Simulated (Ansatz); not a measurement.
# C2H7GeN: basis-set convergence

How large a basis does C2H7GeN need? Two functionals are run in growing sets.

Program: Ansatz 0.2.0, Gaussian basis. Level of theory: one geometry, several basis sets. These are calculated values, not measurements.

Plan: PBE0-D4/def2-SVP; ωB97M-V/def2-SVP; PBE0-D4/def2-QZVPP; ωB97M-V/def2-QZVPP; the functionals' def2-TZVPP values are taken from earlier runs.

## Step 1: The geometry

An earlier PBE0-D4 in a triple-zeta def2 set relaxation fixed the geometry.

11 atoms, charge 0, spin multiplicity 1.

Atoms are counted from 1 here; the program's logs count them from 0.

Bond lengths: C1–Ge2 1.937 Å, C1–H5 1.090 Å, C1–H6 1.091 Å, C1–H7 1.090 Å, Ge2–C3 1.916 Å, Ge2–N4 1.878 Å, Ge2–H8 1.531 Å, C3–N4 1.482 Å, C3–H9 1.087 Å, C3–H10 1.088 Å, N4–H11 1.013 Å. Angles: Ge2–C1–H5 111.0°, Ge2–C1–H6 110.3°, Ge2–C1–H7 108.2°, H5–C1–H6 109.0°, H5–C1–H7 109.3°, H6–C1–H7 109.0°, C1–Ge2–C3 123.7°, C1–Ge2–N4 113.5°, C1–Ge2–H8 118.0°, C3–Ge2–N4 46.0°, C3–Ge2–H8 117.2°, N4–Ge2–H8 115.8°, Ge2–C3–N4 65.7°, Ge2–C3–H9 120.3°, Ge2–C3–H10 117.8°, N4–C3–H9 114.0°, N4–C3–H10 118.2°, H9–C3–H10 112.9° and more.

## Step 2: PBE0-D4 in def2-SVP

in.yaml

```yaml
crystal:
  periodic: [false, false, false]
  atoms:
    - {symbol: C, position_ang: [-1.103179, 1.461435, -0.185597]}
    - {symbol: Ge, position_ang: [-0.123520, -0.159755, -0.589114]}
    - {symbol: C, position_ang: [1.413707, -0.745699, 0.393881]}
    - {symbol: N, position_ang: [0.125958, -1.273448, 0.902598]}
    - {symbol: H, position_ang: [-0.823397, 2.266875, -0.864905]}
    - {symbol: H, position_ang: [-2.176187, 1.284570, -0.267147]}
    - {symbol: H, position_ang: [-0.868264, 1.754531, 0.837537]}
    - {symbol: H, position_ang: [-0.424230, -0.872599, -1.909951]}
    - {symbol: H, position_ang: [1.917040, -0.069327, 1.080108]}
    - {symbol: H, position_ang: [2.095964, -1.438077, -0.095887]}
    - {symbol: H, position_ang: [0.031406, -2.265405, 0.719077]}
basis:
  gaussian: {orbitals: def2-SVP}
hamiltonian: {xc: pbe0, dispersion: d4}
output: {orbitals: {seedname: orbitals}}
```

Command:

```sh
> ansatz run in.yaml --threads 4 --pin off --events-out ev --progress --plain --max-ram 10444MiB
```

Further steps of the session: ωB97M-V in def2-SVP; PBE0-D4 in def2-QZVPP; ωB97M-V in def2-QZVPP.

Q: Predict the results of all the runs planned. Wanted: PBE0-D4: double and triple zeta above quadruple; ωB97M-V: double and triple zeta above quadruple.

The runs gave:

```
                                       quantity           value
PBE0-D4: double and triple zeta above quadruple  12.85, 1.44 eV
ωB97M-V: double and triple zeta above quadruple  13.01, 1.41 eV
```

For PBE0-D4 the step from double to triple zeta gains 11.41 eV and the next only 1.44 eV. These are total energies; as a rule much of such shifts cancels in differences, which this series doesn't test. The LUMO of ωB97M-V is positive and keeps falling with the basis (2.47 to 1.61 eV): an unbound level that the basis holds in place.
